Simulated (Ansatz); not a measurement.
# Si3GeH10: how energies converge with the basis set

The task here is to estimate one member of a computed series from the others.

Method: one geometry, several basis sets; program: Ansatz 0.2.0, Gaussian basis.

Plan: PBE0-D4/def2-SVP; ωB97M-V/def2-SVP; PBE0-D4/def2-QZVPP; ωB97M-V/def2-QZVPP; the functionals' def2-TZVPP values are taken from earlier runs.

**The geometry**

All runs share one geometry, relaxed beforehand with PBE0-D4 in a triple-zeta def2 set.

14 atoms, charge 0, spin multiplicity 1.

Atoms are counted from 1 here; the program's logs count them from 0.

Bond lengths: Si1–Si2 2.337 Å, Si1–H5 1.488 Å, Si1–H6 1.488 Å, Si1–H7 1.488 Å, Si2–Ge3 2.381 Å, Si2–H8 1.489 Å, Si2–H9 1.490 Å, Ge3–Si4 2.379 Å, Ge3–H10 1.541 Å, Ge3–H11 1.541 Å, Si4–H12 1.487 Å, Si4–H13 1.487 Å, Si4–H14 1.487 Å. Angles: Si2–Si1–H5 109.5°, Si2–Si1–H6 111.6°, Si2–Si1–H7 109.7°, H5–Si1–H6 108.7°, H5–Si1–H7 108.5°, H6–Si1–H7 108.8°, Si1–Si2–Ge3 109.5°, Si1–Si2–H8 110.2°, Si1–Si2–H9 109.6°, Ge3–Si2–H8 110.3°, Ge3–Si2–H9 109.0°, H8–Si2–H9 108.2°, Si2–Ge3–Si4 110.3°, Si2–Ge3–H10 110.4°, Si2–Ge3–H11 109.1°, Si4–Ge3–H10 110.0°, Si4–Ge3–H11 109.3°, H10–Ge3–H11 107.7° and more.

Set-up of the first run:

Input file in.yaml:

```yaml
crystal:
  periodic: [false, false, false]
  atoms:
    - {symbol: Si, position_ang: [-1.713926, 0.688289, 1.523061]}
    - {symbol: Si, position_ang: [-0.245064, -1.100106, 1.198933]}
    - {symbol: Ge, position_ang: [1.554210, -0.407460, -0.198972]}
    - {symbol: Si, position_ang: [0.721848, 0.424563, -2.266719]}
    - {symbol: H, position_ang: [-2.273908, 1.115168, 0.212299]}
    - {symbol: H, position_ang: [-2.837406, 0.317010, 2.424587]}
    - {symbol: H, position_ang: [-0.981163, 1.837566, 2.119537]}
    - {symbol: H, position_ang: [0.274091, -1.582675, 2.508965]}
    - {symbol: H, position_ang: [-0.964963, -2.225354, 0.539663]}
    - {symbol: H, position_ang: [2.519870, -1.580724, -0.453629]}
    - {symbol: H, position_ang: [2.347444, 0.703957, 0.515562]}
    - {symbol: H, position_ang: [-0.101950, -0.618805, -2.932973]}
    - {symbol: H, position_ang: [1.832862, 0.812842, -3.175247]}
    - {symbol: H, position_ang: [-0.131936, 1.615719, -2.015057]}
basis:
  gaussian: {orbitals: def2-SVP}
hamiltonian: {xc: pbe0, dispersion: d4}
output: {orbitals: {seedname: orbitals}}
```

Command:

```console
$ ansatz run in.yaml --threads 4 --pin off --events-out ev --progress --plain --max-ram 11315MiB
```

Among the steps run: PBE0-D4 in def2-SVP; ωB97M-V in def2-SVP; PBE0-D4 in def2-QZVPP; ωB97M-V in def2-QZVPP.

One of the session's tables, all rows but one given; the rest of the session is left out.

It belongs to the step «Density functionals: the series». 

```
functional       basis  HOMO (eV)  LUMO (eV)
   PBE0-D4    def2-SVP      -7.88      -0.08
   PBE0-D4  def2-TZVPP      -7.82      -0.29
   PBE0-D4  def2-QZVPP      -7.82      -0.37
   ωB97M-V    def2-SVP          ?          ?
   ωB97M-V  def2-TZVPP      -9.76       1.38
   ωB97M-V  def2-QZVPP      -9.76       1.09
```

Q: Estimate the row for ωB97M-V, def2-SVP from the others.

The run gave: HOMO (eV): -9.78; LUMO (eV): 1.75. In the column «HOMO (eV)» it is the lowest.
